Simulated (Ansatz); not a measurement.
# SiSe in Ansatz: convergence with k mesh

SiSe:

```
Si Se
1.0
     3.59520    0.00000    0.00000
    -1.79760    3.11353    0.00000
     0.00000    0.00000    3.59873
Si Se
1 1
Direct
  0.66667 0.33333 0.50000
  0.00000 0.00000 0.00000
```

The cell was built by a generator and needn't be a form met in nature.

```yaml
Program: Ansatz 0.2.0
Task: convergence study
Functional: r2SCAN
Potentials_or_basis: Ansatz PAW
Cutoff: "500 eV (not typed: the program's choice for these potentials)"
k_mesh: 3 × 3 × 2
Occupations: gaussian, width 0.05 eV
Spin: spin-orbit coupling, no magnetisation
```

These are the settings of the first run; the series varies k mesh, with any setting tied to it.

Hardware: 2 threads of Arm Neoverse V1, with other jobs on the host.

| k mesh | energy less the tightest run, at zero smearing (meV/atom) | pressure (GPa) | gap on the mesh (eV) | SCF cycles | CPU time (s) | peak memory (GiB) |
| --- | --- | --- | --- | --- | --- | --- |
| 3 × 3 × 2 | -11.06 | -0.85 | 0.000 | 6 | 6 | 0.44 |
| 3 × 3 × 3 | -109.30 | -3.23 | 0.856 | 6 | 6 | 0.44 |
| 4 × 4 × 4 | -33.30 | 0.08 | 0.000 | 7 | 9.3 | 0.47 |
| 5 × 5 × 4 | -49.99 | -0.95 | 0.000 | 8 | 12 | 0.49 |
| 6 × 6 × 5 | -0.87 | -1.91 | 0.000 | 7 | 15 | 0.51 |
| 8 × 8 × 7 | 2.92 | 0.04 | 0.000 | 8 | 25 | 0.55 |
| 10 × 10 × 8 | -1.98 | -0.22 | 0.000 | 8 | 41 | 0.61 |
| 12 × 12 × 10 | 2.67 | 0.35 | 0.000 | 8 | 70 | 0.69 |
| 14 × 14 × 12 | 0.00 | -0.15 | 0.000 | 8 | 100 | 0.8 |

Against the tightest run, the gap on the mesh stays within 0.01 eV from 4 × 4 × 4 on. Not settled before the last step: the energy (to 1 meV/atom), the pressure (to 0.1 GPa). Meshes of other sizes hit other points, so gaps and Fermi surfaces needn't settle smoothly. The tightest run that finished is the yardstick and may itself not be fully converged.

Caveat, for the tightest run too: the PAW data sets come from PBE, with cores solved anew for the run's functional, which leaves a small shift of forces and pressure.
